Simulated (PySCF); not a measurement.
# CASSCF(2,4)/def2-SVP (core potential) run of InH2F (SMILES [F][InH2])

Aim: the vertical singlet–triplet gap of InH2F at CASSCF(2,4)/def2-SVP (core potential), from 2 runs. The job is set up through a Python script.

The calculation is run with PySCF 2.14.0.

1 further run of the same task is left out (set aside as unsound or not needed).

## (1) The structure to begin with

The species is InH2F (4 atoms), meant as a singlet with charge 0. SMILES: `[F][InH2]`. The shape is that of a PBE0-D4/def2-TZVP optimisation.

Bond lengths: F1–In2 1.961 Å, In2–H3 1.702 Å, In2–H4 1.702 Å. Angles: F1–In2–H3 110.4°, F1–In2–H4 110.4°, H3–In2–H4 139.2°.

## (2) The energy at CASSCF(2,4)/def2-SVP (core potential)

File input.xyz:

```xyz
4
FH2In
F     -1.631800    -0.629400     0.188600
In     0.194400     0.052300    -0.026300
H      1.304300    -0.965100     0.767900
H      0.188600     1.481900    -0.950400
```

File job.py:

```python
import numpy
from pyscf import gto, scf, mp, mcscf

molecule = gto.M(
    atom='input.xyz',
    verbose=3,
    basis='def2-svp',
    charge=0,
    ecp={'In': 'def2-svp'},
    spin=0,
    max_memory=1860,
)

calc0 = molecule.RHF()
calc0.conv_tol = 1e-10
calc0.kernel()
if not calc0.converged:
    calc0 = calc0.newton().run(calc0.mo_coeff, calc0.mo_occ)

pt = mp.MP2(scf.addons.convert_to_uhf(calc0)).run()
noons, natorbs = mcscf.addons.make_natural_orbitals(pt)
print('natural occupations', numpy.round(noons[:40], 4))
cas = mcscf.CASSCF(calc0, 4, 2)
cas.fix_spin_(ss=0.0)
cas.natorb = True
cas.kernel(natorbs)
e_final = cas.e_tot
print('Final energy', e_final)
```

Launch:

```
$ OMP_NUM_THREADS=1 python job.py
```

The program printed:

```text
converged SCF energy = -289.725313998849
E(UMP2) = -290.025256984146  E_corr = -0.299942985296867
E(SCS-UMP2) = -290.019049046502  E_corr = -0.293735047653234
natural occupations [1.9999e+00 1.9997e+00 1.9995e+00 1.9995e+00 1.9994e+00 1.9973e+00
 1.9972e+00 1.9971e+00 1.9970e+00 1.9965e+00 1.9889e+00 1.9774e+00
 1.9758e+00 1.9724e+00 1.9724e+00 1.9673e+00 2.9600e-02 2.2500e-02
 2.1300e-02 1.5900e-02 9.9000e-03 7.1000e-03 6.4000e-03 5.3000e-03
 5.1000e-03 4.9000e-03 4.0000e-03 3.8000e-03 3.5000e-03 3.4000e-03
 3.2000e-03 3.1000e-03 2.9000e-03 2.0000e-03 1.9000e-03 1.3000e-03
 1.0000e-03 9.0000e-04 8.0000e-04 7.0000e-04]
CASSCF energy = -289.747313498899
CASCI E = -289.747313498899  E(CI) = -2.13521670254130  S^2 = 0.0000000
Final energy -289.7473134988987
```

It took 4.8 s on 1 thread of Arm Neoverse V1, shared host; peak memory 0.14 GiB.

## (3) The triplet, same level

File input.py:

```python
import numpy
from pyscf import gto, scf, mp, mcscf

molecule = gto.M(
    atom='''
F     -3.083655    -1.189394     0.356402
In     0.367363     0.098833    -0.049700
H      2.464770    -1.823775     1.451121
H      0.356402     2.800385    -1.795996
''',
    ecp={'In': 'def2-svp'},
    spin=2,
    unit='bohr',
    max_memory=1860,
    basis='def2-svp',
    verbose=3,
)

hf = molecule.ROHF()
hf.conv_tol = 1e-10
hf.kernel()
if not hf.converged:
    hf = hf.newton().run(hf.mo_coeff, hf.mo_occ)

pt = mp.MP2(scf.addons.convert_to_uhf(hf)).run()
noons, natorbs = mcscf.addons.make_natural_orbitals(pt)
print('natural occupations', numpy.round(noons[:40], 4))
cas = mcscf.CASSCF(hf, 4, 2)
cas.fix_spin_(ss=2.0)
cas.natorb = True
cas.kernel(natorbs)
e_tot = cas.e_tot
print(f'total energy: {e_tot:.8f} hartree')
```

Launch:

```
$ OMP_NUM_THREADS=1 python input.py
```

The program printed:

```text
converged SCF energy = -289.504669365113
E(UMP2) = -289.810323113278  E_corr = -0.305653748165128
E(SCS-UMP2) = -289.800853608766  E_corr = -0.296184243653159
natural occupations [1.9999e+00 1.9997e+00 1.9995e+00 1.9994e+00 1.9994e+00 1.9971e+00
 1.9971e+00 1.9967e+00 1.9962e+00 1.9962e+00 1.9887e+00 1.9744e+00
 1.9703e+00 1.9682e+00 1.9587e+00 1.0027e+00 9.9250e-01 3.2900e-02
 2.1500e-02 1.9200e-02 1.9100e-02 1.0000e-02 8.9000e-03 5.2000e-03
 4.9000e-03 4.4000e-03 4.1000e-03 3.9000e-03 3.6000e-03 3.5000e-03
 3.2000e-03 3.1000e-03 3.1000e-03 2.6000e-03 2.4000e-03 2.2000e-03
 1.4000e-03 8.0000e-04 7.0000e-04 6.0000e-04]
CASSCF energy = -289.515950804986
CASCI E = -289.515950804986  E(CI) = -1.12435045802755  S^2 = 2.0000000
total energy: -289.51595080 hartree
```

Wall time 4.8 s (1 thread of Arm Neoverse V1, shared host); peak memory 0.15 GiB.

## (4) Summary of results

At CASSCF(2,4)/def2-SVP (core potential):

| quantity | value |
| --- | --- |
| singlet: total energy | -289.74731 Eh |
| singlet: dipole moment (Hartree–Fock density) | 3.45 D |
| singlet: HOMO energy (Hartree–Fock orbitals) | -11.85 eV |
| singlet: LUMO energy (Hartree–Fock orbitals) | 0.72 eV |
| singlet: HOMO–LUMO gap (Hartree–Fock orbitals) | 12.56 eV |
| triplet: total energy | -289.51595 Eh |
| triplet: dipole moment (Hartree–Fock density) | 4.43 D |
| vertical energy of the triplet above the singlet | 6.296 eV |

At this shape the triplet lies 6.30 eV (607 kJ/mol) above the singlet. Mulliken charges (singlet) of the mean-field density run from -0.63 on F1 to +0.94 on In2; they depend strongly on the basis. Mulliken charges (triplet) of the mean-field density run from -0.61 on F1 to +0.38 on In2.
